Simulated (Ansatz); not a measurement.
# Al3GaN4: the cost of one run

Method: DFT r2SCAN, scalar-relativistic, plane waves, PAW, in Ansatz 0.2.0.

## Step 1: Starting point

It takes space group P-43m (No. 215, cubic). The conventional cell has a = 4.401 Å, b = 4.401 Å, c = 4.401 Å, α = 90.00°, β = 90.00°, γ = 90.00°. Around Al (site symmetry -42m) lie 4 N at 1.89 Å. Around Ga (site symmetry -43m) lie 4 N at 1.95 Å. N (site symmetry 3m) has 3 Al at 1.89 Å and 1 Ga at 1.95 Å as nearest neighbours.

Structure file:

```xyz
8
Lattice="4.4014 0.0000 0.0000 0.0000 4.4014 0.0000 0.0000 0.0000 4.4014" Properties=species:S:1:pos:R:3 pbc="T T T"
Al    2.2007    2.2007    0.0000
Al    2.2007    0.0000    2.2007
Al    0.0000    2.2007    2.2007
Ga    0.0000    0.0000    0.0000
N     3.2754    3.2754    1.1260
N     3.2754    1.1260    3.2754
N     1.1260    3.2754    3.2754
N     1.1260    1.1260    1.1260
```

It goes back to an entry of the Materials Project, which need not be the stable form.

No relaxation comes first: the listed cell is the starting point.

## Step 2: Zero of energy

The reference gives a free energy of -6961.6843 eV, pressure -0.03 GPa, largest force 0.058 eV/Å and gap on the mesh 4.01 eV. It was computed beforehand with the settings of the runs below.

## Step 3: The scan: rattled cells

All atoms are moved at random with no net shift, in some cells together with a random strain.

## Step 4: rms move = 0.197 Å

Input file input.yaml:

```yaml
crystal:
  lattice:
    - [4.5347018593, 0.0332891688, -0.1656150015]
    - [0.0332891688, 4.2797504639, 0.104248138]
    - [-0.1656150015, 0.104248138, 4.5791561307]
  atoms:
    - { symbol: Al, position: [0.523920328, 0.5386768418, 0.0234041614] }
    - { symbol: Al, position: [0.4891909163, 0.0020986747, 0.4860482523] }
    - { symbol: Al, position: [0.0206744957, 0.5103269657, 0.5129003103] }
    - { symbol: Ga, position: [-0.024667698, 0.0024199381, -0.0221011836] }
    - { symbol: "N", position: [0.7785431194, 0.7003218826, 0.3083095873] }
    - { symbol: "N", position: [0.7276645978, 0.2318527919, 0.7278666476] }
    - { symbol: "N", position: [0.2585178679, 0.7370908273, 0.6918071828] }
    - { symbol: "N", position: [0.2261563729, 0.2772120779, 0.271765042] }
basis:
  ecutwfc: 500
kpoints:
  mp_grid: { grid: [6, 6, 6] }
hamiltonian:
  xc: r2scan
scf:
  occupations: { method: gaussian, width: 0.05 }
output:
  forces: true
  stress: true
  eigenvalues: true
```

Launch:

```
ansatz run input.yaml --threads 2 --pin off --max-ram 5120MiB --backend cpu --events-out ev --progress --plain --runs-dir out
```

What time and memory should one allow on 2 threads of AMD EPYC 9R45 (Zen 5), shared host?

About 14 s, with a peak of 0.71 GiB.
